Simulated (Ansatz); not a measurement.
# CFI₂ radical: basis-set convergence

Aim: see how fast density functionals converge with the basis set for CFI₂ radical.

Program: Ansatz 0.2.0, Gaussian basis. Level of theory: one geometry, several basis sets. These are calculated values, not measurements.

Levels to be run: PBE0-D4/def2-SVP; ωB97M-V/def2-SVP; PBE0-D4/def2-QZVPP; ωB97M-V/def2-QZVPP; the functionals' def2-TZVPP values are taken from earlier runs.

## 1. The relaxed structure

All runs share one geometry, relaxed beforehand with PBE0-D4 in a triple-zeta def2 set. I takes the def2 core potential; no spin-orbit term is included.

SMILES `F[C](I)I`, 4 atoms, charge 0, spin multiplicity 2.

Atoms are counted from 1 here; the program's logs count them from 0.

Bond lengths: F1–C2 1.320 Å, C2–I3 2.084 Å, C2–I4 2.084 Å. Angles: F1–C2–I3 113.7°, F1–C2–I4 113.7°, I3–C2–I4 119.8°.

## 2. PBE0-D4 in def2-SVP

Contents of in.yaml:

```yaml
crystal:
  periodic: [false, false, false]
  atoms:
    - {symbol: F, position_ang: [1.420372, -0.169762, 0.280323]}
    - {symbol: C, position_ang: [0.161463, 0.213855, 0.172733]}
    - {symbol: I, position_ang: [-1.168199, -0.959307, 1.267707]}
    - {symbol: I, position_ang: [-0.358237, 0.854915, -1.740962]}
basis:
  gaussian: {orbitals: def2-SVP}
magnetization: {spin_polarized: true, initial_magnetization: 1}
hamiltonian: {xc: pbe0, dispersion: d4}
output: {orbitals: {seedname: orbitals}}
```

Run with:

```bash
ansatz run in.yaml --threads 4 --pin off --events-out ev --progress --plain --max-ram 10444MiB
```

After this run come: ωB97M-V in def2-SVP; PBE0-D4 in def2-QZVPP; ωB97M-V in def2-QZVPP.

Q: Predict the results of all the runs planned. Wanted: PBE0-D4: double and triple zeta above quadruple; ωB97M-V: double and triple zeta above quadruple.

The runs gave:

| quantity | value |
| --- | --- |
| PBE0-D4: double and triple zeta above quadruple | 5.45, 0.26 eV |
| ωB97M-V: double and triple zeta above quadruple | 5.56, 0.26 eV |

**Reading.** For PBE0-D4 the step from double to triple zeta gains 5.19 eV and the next only 0.26 eV. Total energies overstate the basis error of differences, where much of it tends to cancel.
